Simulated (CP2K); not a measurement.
Runs of CP2K 2026.2 on HPbNO4. The typed cell holds 14 atoms: a = 4.120 Å, b = 6.427 Å, c = 8.387 Å, α = 67.04°, β = 89.96°, γ = 89.98°. The cell was built by a generator and needn't be a form met in nature.

```csv
level,gap on the mesh (eV),pressure (GPa),largest force (eV/Å)
RPBE,3.38,2.5,(a)
PBE,3.33,(b),0.56
PBEsol,3.29,-0.4,0.42
LDA,3.23,-1.6,0.70
```

Alike in all rows: task single point; potentials or basis GTH_POTENTIALS H GTH-PBE-q1, Pb GTH-PBE-q4, N GTH-PBE-q5, O GTH-PBE-q6; DZVP-MOLOPT-SR-GTH basis; no spin polarisation; cell as given; k mesh 5 × 4 × 3; smearing fermi-dirac 0.05 eV.

Q: Fill in the values left out.

A: (a) 0.62; (b) 1.0.

Caveats: spin-orbit coupling is left out, which as a rule narrows the gap of such compounds by several tenths of an eV; an odd mesh through Γ misses points on the zone boundary, where band edges often lie; the basis of atomic orbitals isn't converged, which shifts pressures, moduli and gaps; the potentials were made for another functional, which shifts forces and pressure (some runs).

A k mesh can miss the band edges, and the runs leave out spin-orbit coupling on Pb.
